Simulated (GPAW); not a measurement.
A run of GPAW 26.7.0:

run.py

```python
from ase import Atoms
from ase.dft.bandgap import bandgap
from ase.io import write
from ase.units import GPa
from gpaw import GPAW, PW

atoms = Atoms(['W', 'W', 'W', 'N', 'N', 'N', 'N'],
              cell=[[4.122, 0.0, 0.0],
                    [0.0, 4.122, 0.0],
                    [0.0, 0.0, 4.122]],
              scaled_positions=[[0.5, 0.0, 0.5],
                                [0.0, 0.5, 0.5],
                                [0.5, 0.5, 0.0],
                                [0.0, 0.0, 0.5],
                                [0.0, 0.5, 0.0],
                                [0.5, 0.0, 0.0],
                                [0.5, 0.5, 0.5]],
              pbc=True)

calc = GPAW(mode=PW(600),
            xc='LDA',
            kpts={'size': (5, 5, 5), 'gamma': True},
            occupations={'name': 'fermi-dirac', 'width': 0.05},
            nbands=55,
            maxiter=120,
            txt='gpaw.txt')
atoms.calc = calc
energy = atoms.get_potential_energy()
forces = atoms.get_forces()
stress = atoms.get_stress()
calc.write('gs.gpw')
write('result.traj', atoms)
print(f'Energy: {energy:.6f} eV')
print('Forces (eV/A):')
print(forces.round(4))
print('Stress (GPa):', (stress / GPa).round(3))
print('Fermi level:', round(calc.get_fermi_level(), 4), 'eV')
print(f'Gap: {bandgap(calc)[0]:.4f} eV, direct: {bandgap(calc, direct=True)[0]:.4f} eV')
```

Potentials or basis: the program's PAW data sets (release 1.2.1) made for this functional, pw.

Run with:

```sh
$ OMP_NUM_THREADS=1 python run.py
```

Hardware: 1 thread of Arm Neoverse V2, with other jobs on the host.

**Question.** Estimate the wall time of this run.

**Answer.** It took 26 s on 1 thread of Arm Neoverse V2, on a shared host, peak memory 0.19 GiB. Counts: scf iterations 9, plane waves 2356, bands 55, k points 10.
